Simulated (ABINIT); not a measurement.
# In3Cu (Pm-3m) in ABINIT: reference runs

How does In3Cu come out in PBE? The cell is run as given and disturbed.

All numbers are computed with ABINIT 10.8.3 (patched build); they aren't measurements. Logs are shortened: lines on timing, memory, paths and dates and some standing lists are left out, and cuts for length are marked. The log counts tension as positive stress, the text compression.

**1. Starting point**

It takes space group Pm-3m (No. 221, cubic). The conventional cell has a = 4.483 Å, b = 4.483 Å, c = 4.483 Å, α = 90.00°, β = 90.00°, γ = 90.00°. In (site symmetry 4/mmm) is surrounded by 8 In at 3.17 Å and 4 Cu at 3.17 Å. Cu (site symmetry m-3m) has 12 In at 3.17 Å as nearest neighbours.

The cell comes from a database or a generator and needn't be the stable form of this composition.

**2. Single point, PBE**

Input file run.abi:

```
pp_dirpath "./"
pseudos "In.GGA_PBE-JTH.xml, Cu.GGA_PBE-JTH.xml"

structure "poscar:POSCAR"
natom 4

ecut 26.0
pawecutdg 48.0
pawxcdev 0

kptopt 1
ngkpt 6 6 6
nshiftk 1
shiftk 0.0 0.0 0.0

ixc 11

nband 35
occopt 3
tsmear 0.00183747

nstep 100
tolvrs 1.0e-9

iomode 3
prtwf 0
prtden 0
prteig 0
prtebands 0
enunit 2
```

Input file POSCAR:

```
In3Cu
1.0
    4.4827670000      0.0000000000      0.0000000000
    0.0000000000      4.4827670000      0.0000000000
    0.0000000000      0.0000000000      4.4827670000
In Cu
3 1
Direct
    0.5000000000      0.5000000000      0.0000000000  In
    0.5000000000      0.0000000000      0.5000000000  In
    0.0000000000      0.5000000000      0.5000000000  In
    0.0000000000      0.0000000000      0.0000000000  Cu
```

Potentials or basis: JTH PAW PBE v2.0.

On the command line:

```console
> abinit run.abi > log 2>&1
```

run.abo:

```text
.Version 10.8.3 of ABINIT
 Symmetries : space group Pm -3 m (#221); Bravais cP (primitive cubic)
================================================================================
 Values of the parameters that define the memory need of the present run
     intxc =       0    ionmov =       0      iscf =      17    lmnmax =      18
     lnmax =       6     mgfft =      40  mpssoang =       3    mqgrid =    3001
     natom =       4  nloc_mem =       2    nspden =       1   nspinor =       1
    nsppol =       1      nsym =      48    n1xccc =       1    ntypat =       2
    occopt =       3   xclevel =       2
       mpw =        3872          nfft =       64000          nkpt =          20
 PAW method is used; the additional fine FFT grid is defined by:
   mgfftf=        54    nfftf =    157464
================================================================================
================================================================================

--------------------------------------------------------------------------------
------------- Echo of variables that govern the present computation ------------
--------------------------------------------------------------------------------
 -outvars: echo values of preprocessed input variables --------
            acell      1.0000000000E+00  1.0000000000E+00  1.0000000000E+00 Bohr
              amu      1.14820000E+02  6.35460000E+01
             ecut      2.60000000E+01 Hartree
           enunit           2
              ixc          11
         kptrlatt        6    0    0      0    6    0      0    0    6
          kptrlen      5.08272115E+01
            natom           4
            nband          35
            ngfft          40      40      40
          ngfftdg          54      54      54
             nkpt          20
            nstep         100
             nsym          48
           ntypat           2
           occopt           3
        pawecutdg      4.80000000E+01 Hartree
         pawxcdev           0
           prtden           0
        prtebands           0
           prteig           0
            prtwf           0
            rprim      8.4712019163E+00  0.0000000000E+00  0.0000000000E+00
                       0.0000000000E+00  8.4712019163E+00  0.0000000000E+00
                       0.0000000000E+00  0.0000000000E+00  8.4712019163E+00
          spgroup         221
           tolvrs      1.00000000E-09
           tsmear      1.83747000E-03 Hartree
            typat      1  1  1  2
           useylm           1
           xangst      2.2413835000E+00  2.2413835000E+00  0.0000000000E+00
                       2.2413835000E+00  0.0000000000E+00  2.2413835000E+00
                       0.0000000000E+00  2.2413835000E+00  2.2413835000E+00
[... 184 lines left out ...]
  -0.29940   -0.29940   -0.29940   -0.13263    0.11301    0.11301    0.13378    0.13378
   0.13378    0.15576    0.15576    0.15576    0.19673    0.19673    0.24327    0.40922
   0.40923    0.40923    0.43085
      occupation numbers for kpt#   1
   2.00000    2.00000    2.00000    2.00000    2.00000    2.00000    2.00000    2.00000
   2.00000    2.00000    2.00000    2.00000    2.00000    2.00000    2.00000    2.00000
   2.00000    2.00000    2.00000    2.00000    2.00000    2.00000    2.00000    2.00000
   2.00000    2.00000    2.00000    2.00000    1.99999    1.99999    0.00001    0.00000
   0.00000    0.00000    0.00000
 prteigrs : prtvol=0 or 1, do not print more k-points.

 Fermi (or HOMO) energy (eV) =   5.98788   Average Vxc (eV)= -10.51965
 Eigenvalues (   eV  ) for nkpt=  20  k points:
 kpt#   1, nband= 35, wtk=  0.00463, kpt=  0.0000  0.0000  0.0000 (reduced coord)
-106.22429  -63.61431  -63.61431  -63.61431   -8.88895   -8.87568   -8.87568   -8.87568
  -8.65295   -8.65295   -8.42233   -8.42233   -8.42233   -8.33421   -8.33421   -8.19539
  -8.14714   -8.14714   -8.14714   -3.60899    3.07522    3.07522    3.64045    3.64045
   3.64045    4.23833    4.23833    4.23833    5.35333    5.35333    6.61965   11.13554
  11.13562   11.13562   11.72408
 prteigrs : prtvol=0 or 1, do not print more k-points.

--- !EnergyTerms
iteration_state     : {dtset: 1, }
comment             : Components of total free energy in Hartree
kinetic             :  5.28923054509169E+01
hartree             :  1.14798284784734E+02
xc                  : -2.53691720220107E+01
Ewald energy        : -2.31180179249848E+02
psp_core            :  1.08913447982739E+01
local_psp           : -2.95166398197212E+02
PAW spherical_terms :  1.07847054390050E+00
internal            : -3.72055343891246E+02
'-kT*entropy'       : -5.79684470918907E-04
total_energy        : -3.72055923575717E+02
total_energy_eV     : -1.01241574415240E+04
...

--- !EnergyTermsDC
iteration_state     : {dtset: 1, }
comment             : '"Double-counting" decomposition of free energy'
band_energy         : -2.91224815615032E+01
Ewald energy        : -2.31180179249848E+02
psp_core            :  1.08913447982739E+01
xc_dc               : -1.22539778968310E+02
PAW spherical_terms : -1.04248857054451E-01
internal            : -3.72055343838442E+02
'-kT*entropy'       : -5.79684470918907E-04
total_energy_dc     : -3.72055923522913E+02
total_energy_dc_eV  : -1.01241574400871E+04
...

--- !EnergyTermsWithPAWCore
iteration_state     : {dtset: 1, }
comment             : 'Components of total free energy, including PAW core contributions'
Total energy        : -1.93001288372291E+04
Total energy DC     : -1.93001288371762E+04
Total energy (eV)   : -5.25183260387036E+05
Total energy DC (eV): -5.25183260385599E+05
...

 Cartesian components of stress tensor (hartree/bohr^3)
  sigma(1 1)= -1.80819537E-06  sigma(3 2)=  0.00000000E+00
  sigma(2 2)= -1.80819537E-06  sigma(3 1)=  0.00000000E+00
  sigma(3 3)= -1.80819537E-06  sigma(2 1)=  0.00000000E+00

-Cartesian components of stress tensor (GPa)         [Pressure=  5.3199E-02 GPa]
- sigma(1 1)= -5.31989445E-02  sigma(3 2)=  0.00000000E+00
- sigma(2 2)= -5.31989445E-02  sigma(3 1)=  0.00000000E+00
- sigma(3 3)= -5.31989445E-02  sigma(2 1)=  0.00000000E+00

== END DATASET(S) ==============================================================
================================================================================

 -outvars: echo values of variables after computation  --------
            acell      1.0000000000E+00  1.0000000000E+00  1.0000000000E+00 Bohr
           etotal     -3.7205592352E+02
            fcart     -0.0000000000E+00 -0.0000000000E+00 -0.0000000000E+00
                      -0.0000000000E+00 -0.0000000000E+00 -0.0000000000E+00
                      -0.0000000000E+00 -0.0000000000E+00 -0.0000000000E+00
                      -0.0000000000E+00 -0.0000000000E+00 -0.0000000000E+00
            rprim      8.4712019163E+00  0.0000000000E+00  0.0000000000E+00
                       0.0000000000E+00  8.4712019163E+00  0.0000000000E+00
                       0.0000000000E+00  0.0000000000E+00  8.4712019163E+00
           strten     -1.8081953718E-06 -1.8081953717E-06 -1.8081953717E-06
                       0.0000000000E+00  0.0000000000E+00  0.0000000000E+00
           xangst      2.2413835000E+00  2.2413835000E+00  0.0000000000E+00
                       2.2413835000E+00  0.0000000000E+00  2.2413835000E+00
                       0.0000000000E+00  2.2413835000E+00  2.2413835000E+00
                       0.0000000000E+00  0.0000000000E+00  0.0000000000E+00
             xred      5.0000000000E-01  5.0000000000E-01  0.0000000000E+00
                       5.0000000000E-01  0.0000000000E+00  5.0000000000E-01
                       0.0000000000E+00  5.0000000000E-01  5.0000000000E-01
                       0.0000000000E+00  0.0000000000E+00  0.0000000000E+00
 Calculation completed.
```

Run time: 2.5 min. Hardware: 1 thread of Arm Neoverse V1, shared host; peak memory 0.19 GiB.

What came out:

```yaml
Free_energy: -10124.1574 eV
Pressure: 0.1 GPa
Band_gap_on_the_k_mesh: none (metal or under the smearing width)
Valence_electrons_inside_the_program's_atomic_spheres: In 11.14; Cu 17.28
```

**3. Single point, PBE (atoms moved at random, drawn with an rms of 0.05 Å)**

Input file run.abi:

```
# Pseudopotentials
pp_dirpath "./"
pseudos "In.GGA_PBE-JTH.xml, Cu.GGA_PBE-JTH.xml"

# Structure
acell 8.4712019105 8.4712019105 8.4712019105
rprim
     1.0000000000     0.0000000000     0.0000000000
     0.0000000000     1.0000000000     0.0000000000
     0.0000000000     0.0000000000     1.0000000000
ntypat 2
znucl 49 29
natom 4
typat 1 1 1 2
xred
     0.5034660000     0.4888620000     0.0010530000
     0.4970570000    -0.0021400000     0.4951550000
     0.0062470000     0.5005110000     0.5032210000
    -0.0012530000    -0.0040690000     0.0018470000
chkprim 0
chksymtnons 0
tolsym 1.0e-6

# Plane-wave basis
ecut 707.496042 eV
pawecutdg 48.0
pawxcdev 0

# k points
kptopt 1
ngkpt 6 6 6
nshiftk 1
shiftk 0.0 0.0 0.0

# Exchange and correlation
ixc 11

# Bands and occupations
nband 35
occopt 3
tsmear 0.05 eV

# SCF cycle
nstep 100
tolvrs 1.0e-9

# Output
iomode 3
prtwf 0
prtden 0
prteig 0
prtebands 0
enunit 1
prtvol 2
```

Potentials or basis: JTH PAW PBE v2.0.

On the command line:

```console
> abinit run.abi > log 2>&1
```

Run time: 14 min. Hardware: 1 thread of Arm Neoverse V1, shared host; peak memory 0.46 GiB.

The run converged. Its results:

```yaml
Free_energy: -10124.1548 eV
Pressure: 0.1 GPa
Largest_force: 0.113 eV/Å
Band_gap_on_the_k_mesh: none (metal or under the smearing width)
Valence_electrons_inside_the_program's_atomic_spheres: In 11.14; Cu 17.27
```

Forces on the atoms (eV/Å):
```
In   0.052  0.071 -0.040
In   0.072 -0.074  0.035
In  -0.112  0.007  0.010
Cu  -0.012 -0.004 -0.005
```

Levels at points of the mesh, in eV from the Fermi level:
| k point | band 25 | band 26 | band 27 | band 28 | band 29 | band 30 | band 31 | band 32 | band 33 | band 34 |
| --- | --- | --- | --- | --- | --- | --- | --- | --- | --- | --- |
| (0.00, 0.00, 0.00) | -2.35 | -1.75 | -1.75 | -1.75 | -0.63 | -0.63 | 0.63 | 5.15 | 5.15 | 5.15 |
| (0.50, 0.00, 0.00) | -2.35 | -2.32 | -0.61 | 0.55 | 0.55 | 1.06 | 1.19 | 1.20 | 2.38 | 2.64 |
| (0.00, 0.50, 0.00) | -2.35 | -2.32 | -0.61 | 0.55 | 0.55 | 1.06 | 1.19 | 1.20 | 2.39 | 2.64 |
| (0.50, 0.50, 0.00) | -2.53 | -2.31 | -2.23 | -2.12 | 2.33 | 2.38 | 2.97 | 3.00 | 3.07 | 3.11 |
| (0.00, 0.00, 0.50) | -2.35 | -2.32 | -0.61 | 0.55 | 0.55 | 1.06 | 1.19 | 1.20 | 2.38 | 2.64 |
| (0.50, 0.00, 0.50) | -2.53 | -2.31 | -2.23 | -2.12 | 2.32 | 2.39 | 2.95 | 3.00 | 3.08 | 3.13 |
| (0.00, 0.50, 0.50) | -2.53 | -2.31 | -2.23 | -2.12 | 2.31 | 2.42 | 2.97 | 3.00 | 3.07 | 3.11 |
| (0.50, 0.50, 0.50) | -2.80 | -2.80 | -2.29 | -2.29 | -1.79 | -1.79 | -1.79 | -1.12 | 9.81 | 9.81 |
